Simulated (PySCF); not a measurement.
**GeB: from the state search to spectroscopic constants**

What are the lowest state that PBE0 finds, the bond length, vibrational wavenumber and bond energy of GeB, and how much do these hang on the method?

The runs use PySCF 2.14.0; Ge def2-TZVPPD, B def2-TZVPPD, no relativity.

## 1. Set-up

Settings of the job:

| Quantity | Value |
| --- | --- |
| atoms | Ge, B |
| charge | 0 |
| basis | Ge def2-TZVPPD, B def2-TZVPPD |
| Hamiltonian | no relativity |
| basis functions | 91 |
| electrons treated | 37 |
| masses in u | 73.9212, 11.0093 |
| levels | PBE0, PBE, r²SCAN, MN15, B97-3, revPBE, M06, TPSS, HSE06, HF, MP2, SCS-MP2, CCSD, CCSD(T) |
| grid | 80 radial by 434 angular points |
| occupations | held fixed by the projection of orbital angular momentum |
| dissociation limit | Ge + B, each in its ground configuration |
| starting distance in angstrom | 1.975 |
| values of 2S to try | 1, 3 |

The run is started by

```console
$ OMP_NUM_THREADS=2 python dia.py task.json out
```

The runs that follow: PBE0 along the bond; Other states along the same grid; PBE (GGA); r²SCAN; MN15; B97-3 (global hybrid GGA); revPBE; M06 (hybrid meta-GGA); TPSS; HSE06; UHF (mean field); MP2 and coupled cluster.

**Question.** What will these runs give? Wanted: for each run, Re; ωe; De; μ.

**Answer**, as computed:

Lowest PBE0 solution found, without spin–orbit coupling: ⁴Σ⁻ (quartet), unpaired electrons σ ↑, π ↑↑. State 2 has its PBE0 minimum 0.33 eV higher, as a spin-mixed determinant (⟨S²⟩ = 1.77), so this is no gap between pure states. State 3 has its PBE0 minimum 0.37 eV higher, as a spin-mixed determinant (⟨S²⟩ = 1.76), so this is no gap between pure states. State 4 has its PBE0 minimum 1.08 eV higher. The other levels ran on the lowest alone.

```csv
level,Re (Å),ωe (cm⁻¹),De (eV),μ (D)
UHF,1.944,715,2.03,-0.24
UHF-MP2,1.977,663,3.05,n/a
UHF-SCS-MP2,1.981,647,2.66,n/a
UHF-CCSD,1.981,646,2.76,n/a
UHF-CCSD(T),1.993,636,2.96,n/a
PBE,2.001,623,3.51,-0.96
revPBE,2.011,613,3.31,-0.96
TPSS,1.994,632,3.31,-0.83
r²SCAN,1.977,659,3.50,-0.60
PBE0,1.977,657,3.29,-0.80
B97-3,1.986,645,3.11,-0.89
M06,1.981,647,3.15,-1.13
HSE06,1.977,656,3.30,-0.81
MN15,1.971,641,3.23,-0.61
```

De is counted to Ge + B in their ground configurations. A positive dipole means Ge(−)B(+).

Differences from CCSD(T) in the same basis:

```
      level  Re (mÅ)  ωe (%)
        UHF      -49   +12.5
    UHF-MP2      -15    +4.3
UHF-SCS-MP2      -12    +1.8
   UHF-CCSD      -12    +1.5
        PBE       +8    -2.0
     revPBE      +18    -3.7
       TPSS       +1    -0.7
     r²SCAN      -16    +3.6
       PBE0      -16    +3.3
      B97-3       -7    +1.5
        M06      -12    +1.7
      HSE06      -15    +3.2
       MN15      -22    +0.7
```

**Reading.** Against CCSD(T) in the same basis, the bond length is nearest at TPSS (+1 mÅ) and farthest at UHF (-49 mÅ); the wavenumber is nearest at TPSS and MN15 (0.7 % off) and farthest at UHF (+12.5 %). Hartree–Fock makes the bond too short and too stiff against this reference, as it mostly does. PBE gives a bond that is too long and too soft, as GGAs tend to. Among the levels with a De in the table, it runs from 2.03 eV (UHF) to 3.51 eV (PBE).

Correlated steps freeze 10 core orbitals.
